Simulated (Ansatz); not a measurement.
Which YAML input does this script hand to the engine? (Ansatz 0.2.0 through its Python package)

Script `energy_bfh4ossi.py`:
```python
import ansatz
import numpy as np

GEOMETRY = '''
F     1.00620   -2.04040   -0.78820
B     0.98680   -0.56430   -0.62370
S     2.42380    0.23850    0.23710
O     0.02500    0.28390   -1.22930
Si   -1.28270    0.40980   -0.05390
H     1.81270    0.19020    1.49940
H    -2.36080    1.22290   -0.57930
H    -1.76580   -0.89570    0.31640
H    -0.75670    1.10880    1.20450
'''

mol = ansatz.Crystal.molecule()
for line in GEOMETRY.strip().splitlines():
    symbol, *xyz = line.split()
    mol = mol.atom(symbol, [float(v) for v in xyz])

calc = (
    mol.calculation()
    .basis(gaussian='cc-pVDZ')
    .functional('HF')
    .forces()
)
res = calc.run()
data = res.report

print(f'E = {data["free_energy_ev"]:.6f} eV = {data["free_energy_ev"] / 27.211386246:.7f} Ha')
print('converged:', data['converged'], ' doubts:', data['published_state_doubts'] or 'none')

state = data['mean_field']['state']
print(f'mean field: {state["energy"]["hartree"]:.7f} Ha, <S^2> = {abs(state["spin_squared"]):.4f}, stability: {state.get("stability", {}).get("kind")}')

symbols = [site.symbol for site in mol.cartesian_sites]
print('forces (eV/A)')
for symbol, f in zip(symbols, data['forces_ev_ang']):
    print(f'  {symbol:2s} {f[0]:9.4f} {f[1]:9.4f} {f[2]:9.4f}')

charges = data['charge_distribution']
dipole = np.array(charges['dipole_moment_e_ang']) * 4.803205
print('dipole (D): {:.3f} {:.3f} {:.3f}, length {:.3f}'.format(*dipole, np.linalg.norm(dipole)))
print('atom  Mulliken   Lowdin')
for symbol, m, l in zip(symbols, charges['mulliken_charges_e'], charges['lowdin_charges_e']):
    print(f'{symbol:4s} {m:9.3f} {l:8.3f}')
```

`python energy_bfh4ossi.py` gives:
```text
E = -24161.102509 eV = -887.9041402 Ha
converged: True  doubts: none
mean field: -887.9041402 Ha, <S^2> = 0.0000, stability: minimum
forces (eV/A)
  F    -0.6014    4.7749    0.4522
  B    -0.1187   -1.8891   -2.4886
  S    -0.5792   -0.3707    1.5731
  O     0.3073   -2.9610    2.9857
  Si    0.8457    1.4511   -0.0090
  H     0.7209    0.0186   -1.3545
  H    -0.2993    0.2808   -0.4932
  H    -0.1275   -0.8391    0.0870
  H    -0.1479   -0.4655   -0.7527
dipole (D): -2.226 1.181 1.674, length 3.025
atom  Mulliken   Lowdin
F       -0.346    0.101
B        0.588   -0.794
S       -0.213    0.312
O       -0.526    0.180
Si       0.704    0.378
H        0.101    0.023
H       -0.097   -0.069
H       -0.098   -0.062
H       -0.114   -0.069
```

`input.yaml`:
```yaml
crystal:
  periodic: [false, false, false]
  atoms:
    - { symbol: F, position_ang: [1.0062, -2.0404, -0.7882] }
    - { symbol: B, position_ang: [0.9868, -0.5643, -0.6237] }
    - { symbol: S, position_ang: [2.4238, 0.2385, 0.2371] }
    - { symbol: O, position_ang: [0.025, 0.2839, -1.2293] }
    - { symbol: Si, position_ang: [-1.2827, 0.4098, -0.0539] }
    - { symbol: H, position_ang: [1.8127, 0.1902, 1.4994] }
    - { symbol: H, position_ang: [-2.3608, 1.2229, -0.5793] }
    - { symbol: H, position_ang: [-1.7658, -0.8957, 0.3164] }
    - { symbol: H, position_ang: [-0.7567, 1.1088, 1.2045] }
basis:
  gaussian: { orbitals: cc-pVDZ }
hamiltonian:
  xc: hf
output:
  forces: true
```

The program run on that file:
```console
$ ansatz run input.yaml --threads 1 --pin off --max-ram 4096MiB --backend cpu --events-out ev --progress --plain --runs-dir out
Engine: ansatz 0.2.0, x86_64-unknown-linux-gnu
Functional definition: HF
  exchange = exact_x
  correlation = 0
935 factors; integrals over basis functions are off by at most 1.2e-3 eV
mean field evaluation 1: about -24157.2862 eV, gradient 3.9e1 eV
mean field evaluation 2: about -24157.3898 eV, gradient 4.0e1 eV
mean field evaluation 4: about -24161.0399 eV, gradient 3.4e0 eV
mean field evaluation 8: about -24161.1020 eV, gradient 3.6e-1 eV
mean field -24161.10250879 eV, -887.9041402147 hartree, gradient 8.5e-5 eV, S^2 0.000000; 0 other end points of the search recorded, 0 dependent functions left out
the calculation of the forces begins
reference -24161.10250879 eV, -887.9041402147 hartree; 28, 28 occupied and 70, 70 virtual orbitals, 935 factors
Total energy: -24161.10250879 eV, -887.9041402147 hartree
Atom 0 at     1.006200    -2.040400    -0.788200 Å, force    -0.601375     4.774909     0.452150 eV/Å
Atom 1 at     0.986800    -0.564300    -0.623700 Å, force    -0.118654    -1.889134    -2.488611 eV/Å
Atom 2 at     2.423800     0.238500     0.237100 Å, force    -0.579165    -0.370692     1.573059 eV/Å
Atom 3 at     0.025000     0.283900    -1.229300 Å, force     0.307288    -2.961033     2.985744 eV/Å
Atom 4 at    -1.282700     0.409800    -0.053900 Å, force     0.845692     1.451128    -0.008974 eV/Å
Atom 5 at     1.812700     0.190200     1.499400 Å, force     0.720866     0.018572    -1.354455 eV/Å
Atom 6 at    -2.360800     1.222900    -0.579300 Å, force    -0.299314     0.280836    -0.493218 eV/Å
Atom 7 at    -1.765800    -0.895700     0.316400 Å, force    -0.127488    -0.839076     0.087045 eV/Å
Atom 8 at    -0.756700     1.108800     1.204500 Å, force    -0.147851    -0.465511    -0.752741 eV/Å
Dipole moment:    -0.463436     0.245855     0.348605 e Å
```

Total energies depend on the basis set; only differences at equal settings carry meaning. The geometry is a force-field or estimated start, not a minimum of this method, and the basis set is short of its limit. The Löwdin charges here are taken after orthogonalising the functions within each atom; they differ from plain Löwdin charges, and their signs can be unphysical. Run time: 3 s on 1 thread of Intel(R) Xeon(R) Platinum 8375C CPU @ 2.90GHz (Ice Lake), on a shared host, peak memory 0.25 GiB.

(Lines on the test bed's own set-up are left out of the output.)
